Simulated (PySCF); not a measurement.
# C5H3F2N2−: a tour of settings

Aim: see how C5H3F2N2− (`N#C[C-](C#N)CC(F)F`) answers to the choice of functional, basis, grid and SCF options.

The runs use PySCF 2.14.0, with density-fitted response routines of our own; the level of theory stands in each step. All values are computed, except where a source is named. Atoms count from 0, in the outputs and in this text.

## Step 1: The molecule as given

12 atoms, charge -1, multiplicity 1; geometry from: GFN2-xTB.

Bonds of the start (Å): N0–C1 1.16, C1–C2 1.37, C2–C3 1.37, C3–N4 1.16, C2–C5 1.50, C5–C6 1.53, C6–F7 1.36, C6–F8 1.36, C5–H9 1.10, C5–H10 1.10, C6–H11 1.11.

## Step 2: NMR shieldings: PBE0/pcSseg-1

The job: settings as JSON, then the geometry in Å.

```
{"job": {"kind": "nmr", "xc": "PBE0", "basis": "pcSseg-1"}, "charge": -1, "multiplicity": 1}
N      2.063476     2.232932     0.646179
C      1.570950     1.222414     0.345303
C      0.995637     0.016924     0.028762
C      1.643793    -0.855714    -0.809574
N      2.198328    -1.616929    -1.493257
C     -0.332075    -0.361520     0.627410
C     -1.557922     0.052670    -0.194256
F     -1.638268     1.396573    -0.383284
F     -1.571398    -0.496362    -1.437876
H     -0.404597    -1.449729     0.744757
H     -0.458534     0.108678     1.610414
H     -2.508192    -0.250623     0.289395
```

Method: GIAO PBE0/pcSseg-1 NMR shielding, non-relativistic, gas phase.

Launch:

```
> OMP_NUM_THREADS=1 python probes_run.py task.json out
```

One launch serves the whole session: the jobs run in the order shown.

The program printed:

```text
coarse grid: 11592 points
cycle   1  E = -500.7471086789  dE =  1.325e+00  |g| = 8.468e-01  |ddm| = 3.463e+00
cycle   2  E = -500.4676336803  dE =  2.795e-01  |g| = 1.486e+00  |ddm| = 2.320e+00
cycle   3  E = -500.8698594366  dE = -4.022e-01  |g| = 3.148e-01  |ddm| = 1.563e+00
cycle   4  E = -500.8914521420  dE = -2.159e-02  |g| = 8.571e-02  |ddm| = 3.272e-01
cycle   5  E = -500.8928025162  dE = -1.350e-03  |g| = 2.217e-02  |ddm| = 8.670e-02
cycle   6  E = -500.8929015205  dE = -9.900e-05  |g| = 4.450e-03  |ddm| = 2.212e-02
cycle   7  E = -500.8929054536  dE = -3.933e-06  |g| = 1.401e-03  |ddm| = 4.129e-03
final grid: 117352 points
cycle   8  E = -500.9568415578  dE = -3.453e-05  |g| = 7.395e-03  |ddm| = 3.015e-02
cycle   9  E = -500.9568346210  dE =  6.937e-06  |g| = 9.834e-03  |ddm| = 1.427e-02
cycle  10  E = -500.9568530764  dE = -1.846e-05  |g| = 1.576e-03  |ddm| = 7.306e-03
cycle  11  E = -500.9568534599  dE = -3.834e-07  |g| = 7.294e-04  |ddm| = 1.932e-03
cycle  12  E = -500.9568535709  dE = -1.110e-07  |g| = 1.511e-04  |ddm| = 6.751e-04
cycle  13  E = -500.9568535754  dE = -4.485e-09  |g| = 3.769e-05  |ddm| = 1.463e-04
cycle  14  E = -500.9568535756  dE = -2.824e-10  |g| = 1.130e-05  |ddm| = 3.859e-05
converged SCF energy = -500.9568535756

GIAO shielding tensors (ppm)
atom      isotropic    diamagn.    paramagn.     s11        s22        s33       span
  0 N      -27.010     344.545    -371.555   -196.248    -54.480    169.698    365.946
  1 C       50.471     253.641    -203.170    -65.324    -58.491    275.228    340.552
  2 C      186.781     257.690     -70.909    169.417    188.587    202.340     32.923
  3 C       50.470     253.638    -203.168    -65.324    -58.478    275.213    340.537
  4 N      -27.075     344.543    -371.619   -196.364    -54.460    169.599    365.963
  5 C      141.743     245.198    -103.455    128.675    137.099    159.455     30.779
  6 C       62.565     236.208    -173.643     38.843     70.124     78.728     39.886
  7 F      309.884     474.586    -164.702    204.804    327.671    397.176    192.373
  8 F      309.927     474.584    -164.657    204.919    327.645    397.217    192.298
  9 H       29.545      29.854      -0.310     24.844     29.268     34.522      9.678
 10 H       29.544      29.854      -0.310     24.846     29.267     34.518      9.672
 11 H       25.894      27.873      -1.980     23.624     24.319     29.738      6.114
```

Run time: 19 s. Hardware: 1 thread of Intel Xeon Platinum 8488C, shared host; peak memory 0.76 GiB.

Shifts follow as δ = σ(reference) − σ, with reference shieldings (ppm) from runs at the same level and on the same kind of geometry: 1H TMS 31.72, 13C TMS 186.9, 19F CFCl3 170.9, 15N NH3 267.7. The references are single molecules in the gas phase, so shifts against H2O, NH3, PH3, H3PO4 or CFCl3 are not on the usual liquid scales and can be off by tens of ppm. Atoms listed in one row are averaged.

| atoms | environment | σ (ppm) | δ (ppm) |
| --- | --- | --- | --- |
| C1, C3 | nitrile carbon | 50.5 | 136.5 |
| C6 | sp3 CH bonded to 2 F | 62.6 | 124.4 |
| C5 | sp3 CH2 | 141.7 | 45.2 |
| C2 | carbanion centre | 186.8 | 0.1 |
| H11 | hydrogen on an sp3 CH bonded to 2 F | 25.89 | 5.82 |
| H9, H10 | hydrogen on an sp3 CH2 | 29.54 | 2.17 |
| N0, N4 | nitrile nitrogen | -27.0 | 294.8 |
| F7, F8 | fluorine of a CF2 group | 309.9 | -139.0 |

Charges from the same density, by scheme (e):

| atoms | Mulliken | IAO | Hirshfeld | ESP fit |
| --- | --- | --- | --- | --- |
| N0, N4 | -0.39 | -0.43 | -0.38 | -0.70 |
| C1, C3 | 0.13 | 0.13 | 0.00 | 0.60 |
| C2 | -0.48 | -0.34 | -0.13 | -0.83 |
| C5 | -0.18 | -0.26 | -0.10 | -0.04 |
| C6 | 0.53 | 0.45 | 0.13 | 0.45 |
| F7, F8 | -0.31 | -0.31 | -0.12 | -0.24 |

Mayer bond orders: N0–C1 2.99, C1–C2 1.17, C2–C3 1.17, C3–N4 2.99, C2–C5 1.07, C5–C6 0.98, C6–F7 0.95, C6–F8 0.95.

## Step 3: Excited states and response: PBE0/def2-SVPD

Settings changed since step 2:

```diff
@@ -1,2 +1,2 @@
-{"job": {"kind": "nmr", "xc": "PBE0", "basis": "pcSseg-1"}, "charge": -1, "multiplicity": 1}
+{"job": {"kind": "uv", "xc": "PBE0", "basis": "def2-SVPD", "nstates": 6, "ntriplets": 2}, "charge": -1, "multiplicity": 1}
 N      2.063476     2.232932     0.646179
```

Level: TDDFT PBE0/def2-SVPD, vertical, gas phase, core orbitals frozen in the response.

The program printed:

```text
coarse grid: 11592 points
cycle   1  E = -500.4540379332  dE =  1.259e+00  |g| = 7.970e-01  |ddm| = 4.919e+00
cycle   2  E = -500.1789814639  dE =  2.751e-01  |g| = 1.428e+00  |ddm| = 3.424e+00
cycle   3  E = -500.5714138886  dE = -3.924e-01  |g| = 2.976e-01  |ddm| = 2.252e+00
cycle   4  E = -500.5913556622  dE = -1.994e-02  |g| = 7.813e-02  |ddm| = 5.535e-01
cycle   5  E = -500.5924938520  dE = -1.138e-03  |g| = 2.189e-02  |ddm| = 1.207e-01
cycle   6  E = -500.5925976083  dE = -1.038e-04  |g| = 4.046e-03  |ddm| = 4.313e-02
cycle   7  E = -500.5926009344  dE = -3.326e-06  |g| = 1.301e-03  |ddm| = 7.962e-03
final grid: 117352 points
cycle   8  E = -500.6565035815  dE = -2.838e-05  |g| = 7.253e-03  |ddm| = 9.661e-02
cycle   9  E = -500.6564962447  dE =  7.337e-06  |g| = 9.735e-03  |ddm| = 2.840e-02
cycle  10  E = -500.6565150379  dE = -1.879e-05  |g| = 1.369e-03  |ddm| = 1.290e-02
cycle  11  E = -500.6565153565  dE = -3.187e-07  |g| = 6.184e-04  |ddm| = 2.638e-03
cycle  12  E = -500.6565154374  dE = -8.083e-08  |g| = 1.348e-04  |ddm| = 8.940e-04
cycle  13  E = -500.6565154412  dE = -3.865e-09  |g| = 3.586e-05  |ddm| = 3.240e-04
cycle  14  E = -500.6565154415  dE = -2.495e-10  |g| = 1.399e-05  |ddm| = 7.637e-05
converged SCF energy = -500.6565154415

Static polarisability (au): isotropic 80.889, principal 58.057 84.937 99.673

Singlet excitations
state   eV       nm        f      main configurations
  1   3.8605    321.2   0.04345   H->L 0.91
  2   4.2028    295.0   0.00611   H->L+1 0.61, H->L+4 0.24
  3   4.8772    254.2   0.01282   H->L+2 0.80, H->L+1 0.14
  4   5.1276    241.8   0.00419   H->L+3 0.90
  5   5.2083    238.1   0.00584   H->L+4 0.71, H->L+1 0.17, H->L+2 0.11
  6   5.6243    220.4   0.02102   H->L+5 0.79, H->L+3 0.08

Triplet excitations (Tamm-Dancoff, eV): 3.7270 3.9627
```

Wall time 29 s (1 thread of Intel Xeon Platinum 8488C, shared host); peak memory 0.85 GiB.

Frontier orbitals and where they lie:

| orbital | eV | atoms |
| --- | --- | --- |
| HOMO−3 | -4.88 | N4 26 %, N0 26 %, C3 21 % |
| HOMO−2 | -4.73 | N4 22 %, N0 22 %, C3 17 % |
| HOMO−1 | -4.60 | N0 27 %, N4 27 %, C1 21 % |
| HOMO | -1.07 | C2 32 %, N4 18 %, N0 18 % |
| LUMO | 3.65 | C6 25 %, H11 22 %, C5 13 % |
| LUMO+1 | 4.62 | H11 11 %, H10 10 %, H9 10 % |
| LUMO+2 | 4.97 | C3 18 %, C1 18 %, H11 12 % |

With each of the 6 states as a Gaussian band of 0.4 eV half-width at 1/e, the curve within the window shown has maxima at 319 nm (ε 1,900), 225 nm (ε 1,000) L/(mol cm). Beyond the last state computed it falls off for lack of states. The curve at chosen wavelengths:

nm, ε (L/mol/cm) and a bar:
```
      209        498 #####
      216        856 ############
      223       1022 ###############
      229       1013 ##############
      236        960 ##############
      243        923 #############
      250        858 ############
      257        737 ##########
      263        616 #######
      270        520 ######
      277        533 ######
      284        684 #########
      291        952 #############
      297       1234 ##################
      304       1554 ########################
      311       1788 ############################
      318       1884 ##############################
      325       1829 #############################
      331       1679 ##########################
      338       1427 ######################
      345       1141 #################
      352        864 ############
      359        624 ########
      365        456 #####
      372        306 ##
      379        199
```

Ground-state properties from the same run:

| property | computed |
| --- | --- |
| polarisability (Å³) | 11.99 |
| HOMO–LUMO gap (eV) | 4.72 |
| −ε(HOMO) (eV) | 1.07 |

## Step 4: Shielding tensors: BHandHLYP/ANO-RCC-VDZP

Settings changed since step 3:

```diff
@@ -1,2 +1,2 @@
-{"job": {"kind": "uv", "xc": "PBE0", "basis": "def2-SVPD", "nstates": 6, "ntriplets": 2}, "charge": -1, "multiplicity": 1}
+{"job": {"kind": "nmr", "xc": "BHandHLYP", "basis": "ANO-RCC-VDZP", "pop": false, "gauge": [2, 0, 0], "scf": {"max_cycle": 85}}, "charge": -1, "multiplicity": 1}
 N      2.063476     2.232932     0.646179
```

With the program's defaults for keys left out, this is: common gauge origin BHandHLYP/ANO-RCC-VDZP NMR shielding, non-relativistic, gas phase.

The program printed:

```text
final grid: 117352 points
cycle   1  E = -501.2603109817  dE =  1.543e+00  |g| = 8.882e-01  |ddm| = 5.164e+00
cycle   2  E = -501.1124196743  dE =  1.479e-01  |g| = 1.274e+00  |ddm| = 1.979e+00
cycle   3  E = -501.4288827232  dE = -3.165e-01  |g| = 1.968e-01  |ddm| = 1.124e+00
cycle   4  E = -501.4367786313  dE = -7.896e-03  |g| = 8.411e-02  |ddm| = 2.483e-01
cycle   5  E = -501.4382376754  dE = -1.459e-03  |g| = 1.629e-02  |ddm| = 7.482e-02
cycle   6  E = -501.4383027301  dE = -6.505e-05  |g| = 3.547e-03  |ddm| = 1.843e-02
cycle   7  E = -501.4383071458  dE = -4.416e-06  |g| = 1.327e-03  |ddm| = 5.715e-03
cycle   8  E = -501.4383079587  dE = -8.129e-07  |g| = 4.266e-04  |ddm| = 2.631e-03
cycle   9  E = -501.4383080741  dE = -1.154e-07  |g| = 1.140e-04  |ddm| = 1.034e-03
cycle  10  E = -501.4383080835  dE = -9.397e-09  |g| = 5.748e-05  |ddm| = 3.434e-04
cycle  11  E = -501.4383080846  dE = -1.158e-09  |g| = 1.478e-05  |ddm| = 9.143e-05
cycle  12  E = -501.4383080847  dE = -8.140e-11  |g| = 1.199e-05  |ddm| = 4.123e-05
converged SCF energy = -501.4383080847

GIAO shielding tensors (ppm)
atom      isotropic    diamagn.    paramagn.     s11        s22        s33       span
  0 N      -14.449     360.072    -374.522   -188.191    -37.027    181.871    370.062
  1 C      110.864     495.946    -385.081     -2.926     20.718    314.801    317.727
  2 C      262.171     540.696    -278.525    236.118    268.076    282.319     46.201
  3 C      111.466     496.910    -385.444     -1.820     21.526    314.691    316.512
  4 N      -12.035     367.172    -379.207   -184.659    -33.324    181.878    366.537
  5 C      198.782     463.544    -264.762    179.516    190.931    225.898     46.382
  6 C      119.773     405.638    -285.866     79.779    121.519    158.020     78.241
  7 F      340.019     486.725    -146.707    253.984    357.004    409.067    155.083
  8 F      340.091     493.093    -153.002    253.519    357.913    408.841    155.321
  9 H       50.090      89.911     -39.821     11.161     41.385     97.725     86.564
 10 H       48.524      83.066     -34.542      9.708     38.858     97.006     87.298
 11 H      -12.137    -157.394     145.257    -59.063    -49.820     72.473    131.536
```

Run time: 16 s. Hardware: 1 thread of Intel Xeon Platinum 8488C, shared host; peak memory 0.7 GiB.

A normal end doesn't make this result sound: a common gauge origin replaces GIAOs, so the shieldings depend on where the origin lies. Its shieldings differ from those of step 2 (PBE0/pcSseg-1) by up to 75 ppm (C2).

## Step 5: TDDFT and polarisability: PBE0/6-31G

Settings changed since step 4:

```diff
@@ -1,2 +1,2 @@
-{"job": {"kind": "nmr", "xc": "BHandHLYP", "basis": "ANO-RCC-VDZP", "pop": false, "gauge": [2, 0, 0], "scf": {"max_cycle": 85}}, "charge": -1, "multiplicity": 1}
+{"job": {"kind": "uv", "xc": "PBE0", "basis": "6-31G", "nstates": 25, "ntriplets": 2, "tda": false}, "charge": -1, "multiplicity": 1}
 N      2.063476     2.232932     0.646179
```

Level: TDDFT PBE0/6-31G, vertical, gas phase, core orbitals frozen in the response.

The program printed:

```text
coarse grid: 11592 points
cycle   1  E = -500.7221739815  dE =  1.520e+00  |g| = 8.776e-01  |ddm| = 4.019e+00
cycle   2  E = -500.3653097470  dE =  3.569e-01  |g| = 1.604e+00  |ddm| = 2.831e+00
cycle   3  E = -500.8648336456  dE = -4.995e-01  |g| = 3.355e-01  |ddm| = 1.871e+00
cycle   4  E = -500.8901591851  dE = -2.533e-02  |g| = 7.622e-02  |ddm| = 3.974e-01
cycle   5  E = -500.8912836407  dE = -1.124e-03  |g| = 1.802e-02  |ddm| = 9.307e-02
cycle   6  E = -500.8913580119  dE = -7.437e-05  |g| = 4.891e-03  |ddm| = 2.465e-02
cycle   7  E = -500.8913638580  dE = -5.846e-06  |g| = 7.020e-04  |ddm| = 5.823e-03
final grid: 117352 points
cycle   8  E = -500.8452804542  dE = -2.522e-05  |g| = 7.404e-03  |ddm| = 2.444e-02
cycle   9  E = -500.8452735808  dE =  6.873e-06  |g| = 9.793e-03  |ddm| = 1.724e-02
cycle  10  E = -500.8452920522  dE = -1.847e-05  |g| = 2.005e-03  |ddm| = 9.498e-03
cycle  11  E = -500.8452927972  dE = -7.450e-07  |g| = 7.429e-04  |ddm| = 2.605e-03
cycle  12  E = -500.8452929214  dE = -1.242e-07  |g| = 6.042e-05  |ddm| = 7.768e-04
cycle  13  E = -500.8452929221  dE = -6.344e-10  |g| = 3.226e-05  |ddm| = 1.108e-04
cycle  14  E = -500.8452929223  dE = -2.567e-10  |g| = 5.901e-06  |ddm| = 3.845e-05
converged SCF energy = -500.8452929223

Static polarisability (au): isotropic 60.727, principal 35.342 63.683 83.157

Singlet excitations
state   eV       nm        f      main configurations
  1   4.2015    295.1   0.00082   H->L 0.99
  2   5.6888    217.9   0.00008   H->L+3 0.88
  3   5.7475    215.7   0.10448   H->L+1 0.97
  4   6.1982    200.0   0.10105   H->L+2 0.77, H->L+4 0.14
  5   6.8035    182.2   0.15047   H->L+4 0.76, H-1->L 0.08
  6   7.0507    175.8   0.01219   H->L+5 0.97
  7   7.5079    165.1   0.00521   H->L+6 0.92
  8   8.0462    154.1   0.00414   H->L+7 0.96
  9   8.1526    152.1   0.00001   H-3->L 0.85
 10   8.2507    150.3   0.00485   H-2->L 0.48, H->L+8 0.41
 11   8.7224    142.1   0.00086   H-1->L+2 0.56, H-6->L 0.14, H-3->L+3 0.10
 12   8.8527    140.1   0.06624   H-4->L 0.47, H-1->L 0.39
 13   8.9338    138.8   0.09680   H->L+8 0.39, H-2->L 0.28, H-5->L 0.20
 14   9.0286    137.3   0.00593   H-2->L+2 0.72, H-1->L+1 0.09
 15   9.1403    135.6   0.00178   H-6->L 0.38, H-1->L+2 0.26, H-3->L+3 0.20
 16   9.1430    135.6   0.30124   H-4->L 0.43, H-1->L 0.33
 17   9.1831    135.0   0.12182   H-5->L 0.47, H-3->L+2 0.23, H->L+8 0.09
 18   9.3870    132.1   0.01171   H->L+9 0.90
 19   9.5992    129.2   0.00255   H-2->L+1 0.85
 20   9.6058    129.1   0.00091   H-1->L+1 0.86, H-2->L+2 0.10
 21   9.7616    127.0   0.08626   H-1->L+3 0.47, H-5->L 0.23, H-3->L+2 0.11
 22   9.8308    126.1   0.00444   H-3->L+1 0.68, H-2->L+3 0.23
 23  10.0797    123.0   0.04016   H-4->L+2 0.51, H-3->L+3 0.20, H-6->L 0.18
 24  10.1457    122.2   0.02396   H-4->L+2 0.36, H-3->L+3 0.32, H-6->L 0.23
 25  10.1835    121.8   0.22374   H-2->L+3 0.41, H-3->L+1 0.22, H-6->L+2 0.20

Triplet excitations (Tamm-Dancoff, eV): 3.9174 4.7932
```

It took 15 s on 1 thread of Intel Xeon Platinum 8488C, shared host; peak memory 0.55 GiB.

Key values: HOMO -0.50 eV, LUMO 5.45 eV; lowest singlet 4.20 eV.

## Step 6: Shielding tensors: PBE0/IGLO-II

Settings changed since step 5:

```diff
@@ -1,2 +1,2 @@
-{"job": {"kind": "uv", "xc": "PBE0", "basis": "6-31G", "nstates": 25, "ntriplets": 2, "tda": false}, "charge": -1, "multiplicity": 1}
+{"job": {"kind": "nmr", "xc": "PBE0", "basis": "IGLO-II", "pop": true, "scf": {"aux": "def2-universal-jkfit"}, "grid": 1}, "charge": -1, "multiplicity": 1}
 N      2.063476     2.232932     0.646179
```

Level: GIAO PBE0/IGLO-II NMR shielding, non-relativistic, gas phase.

The program printed:

```text
final grid: 54160 points
cycle   1  E = -500.9863767847  dE =  1.342e+00  |g| = 8.757e-01  |ddm| = 3.124e+00
cycle   2  E = -500.6835467870  dE =  3.028e-01  |g| = 1.557e+00  |ddm| = 1.859e+00
cycle   3  E = -501.1158330249  dE = -4.323e-01  |g| = 3.165e-01  |ddm| = 1.217e+00
cycle   4  E = -501.1369200488  dE = -2.109e-02  |g| = 1.000e-01  |ddm| = 2.785e-01
cycle   5  E = -501.1387575858  dE = -1.838e-03  |g| = 2.561e-02  |ddm| = 7.493e-02
cycle   6  E = -501.1388857431  dE = -1.282e-04  |g| = 4.297e-03  |ddm| = 2.147e-02
cycle   7  E = -501.1388890991  dE = -3.356e-06  |g| = 1.686e-03  |ddm| = 3.934e-03
cycle   8  E = -501.1388897485  dE = -6.494e-07  |g| = 2.224e-04  |ddm| = 1.612e-03
cycle   9  E = -501.1388897608  dE = -1.227e-08  |g| = 6.901e-05  |ddm| = 2.592e-04
cycle  10  E = -501.1388897617  dE = -8.893e-10  |g| = 3.781e-05  |ddm| = 8.296e-05
cycle  11  E = -501.1388897619  dE = -2.142e-10  |g| = 2.296e-05  |ddm| = 3.964e-05
converged SCF energy = -501.1388897619

GIAO shielding tensors (ppm)
atom      isotropic    diamagn.    paramagn.     s11        s22        s33       span
  0 N      -18.690     341.946    -360.636   -183.915    -43.217    171.064    354.980
  1 C       54.408     256.511    -202.103    -59.047    -51.843    274.112    333.159
  2 C      187.253     254.864     -67.611    169.768    189.693    202.299     32.532
  3 C       54.409     256.510    -202.101    -59.046    -51.825    274.097    333.143
  4 N      -18.768     341.943    -360.711   -184.054    -43.185    170.934    354.989
  5 C      144.674     243.107     -98.433    130.266    140.900    162.855     32.589
  6 C       64.171     232.402    -168.231     39.701     71.914     80.898     41.198
  7 F      311.629     472.992    -161.363    203.059    333.684    398.144    195.085
  8 F      311.666     472.990    -161.324    203.170    333.647    398.180    195.010
  9 H       29.850      30.527      -0.676     25.047     29.736     34.768      9.721
 10 H       29.849      30.527      -0.678     25.048     29.735     34.764      9.716
 11 H       26.316      28.436      -2.120     24.298     24.683     29.967      5.669
```

It took 18 s on 1 thread of Intel Xeon Platinum 8488C, shared host; peak memory 0.8 GiB.

This run: δ C1 134.6, C6 124.8, C5 44.3, C2 1.8, H11 5.79, H9 2.25 ppm (means over like atoms).

## Step 7: Run by run: NMR shifts

Shifts (ppm) of some atoms, chosen among heavy atoms and hydrogens apart, means over like atoms, with basis size and wall time:

| run | C1 | C5 | C2 | H11 | H9 | N0 | F7 | functions | time |
| --- | --- | --- | --- | --- | --- | --- | --- | --- | --- |
| PBE0/pcSseg-1 | 136.5 | 45.2 | 0.1 | 5.82 | 2.17 | 294.8 | -139.0 | 168 | 19 s |
| PBE0/IGLO-II | 134.6 | 44.3 | 1.8 | 5.79 | 2.25 | 285.9 | -131.0 | 216 | 18 s |

## Step 8: Run by run: electronic excitations

Excitations and ground-state properties, with basis size and wall time:

| run | lowest singlet (eV) | brightest (eV) | f | gap (eV) | α (Å³) | functions | time |
| --- | --- | --- | --- | --- | --- | --- | --- |
| PBE0/def2-SVPD | 3.86 | 3.86 | 0.043 | 4.72 | 11.99 | 210 | 29 s |
| PBE0/6-31G | 4.20 | 9.14 | 0.301 | 5.95 | 9.00 | 87 | 15 s |

## Step 9: Outcome

```
                                                                 quantity                                            value
  13C shifts against TMS (PBE0/pcSseg-1, means over atoms taken as alike)                      136.5, 124.4, 45.2, 0.1 ppm
   1H shifts against TMS (PBE0/pcSseg-1, means over atoms taken as alike)                                   5.82, 2.17 ppm
  15N shifts against NH3 (PBE0/pcSseg-1, means over atoms taken as alike)                                        294.8 ppm
19F shifts against CFCl3 (PBE0/pcSseg-1, means over atoms taken as alike)                                       -139.0 ppm
                                          lowest singlet (PBE0/def2-SVPD)                      3.86 eV (321 nm), f = 0.043
                                                           lowest triplet                                          3.73 eV
                           range of the shift of N0 (with its like atoms)                               285.9 to 294.8 ppm
                                              range of the lowest singlet                                  3.86 to 4.20 eV
                                            property runs in this session  5, of which 0 failed and 1 gave unsound results
```

Single values in the summary come from the first sound run of each kind (PBE0/pcSseg-1; PBE0/def2-SVPD), which need not be the best level. The most deshielded hydrogen is H11 (hydrogen on an sp3 CH bonded to 2 F), at 5.82 ppm: its carbon carries F, hence the downfield position. At PBE0/pcSseg-1: The widest tensor belongs to N0, N4: span 366 ppm, with a paramagnetic part of -372 ppm. The first singlet state (HOMO→LUMO 0.91) lies at 3.86 eV and is weak. The lowest triplet lies 0.13 eV below the lowest singlet (triplets in Tamm-Dancoff, singlets in full TDDFT). The lowest singlet lies above −ε(HOMO); no detachment energy was computed, so the anion's states may not be bound. Across the 2 runs the shift of N0 (with its like atoms) moves most, between 285.9 (PBE0/IGLO-II) and 294.8 ppm (PBE0/pcSseg-1). The lowest singlet runs from 3.86 eV (PBE0/def2-SVPD) to 4.20 eV (PBE0/6-31G), while the orbital gap spans 4.72 to 5.95 eV. The lowest state need not be the same one in every run. The runs solved for a few states only, so the brightest column depends on that window.
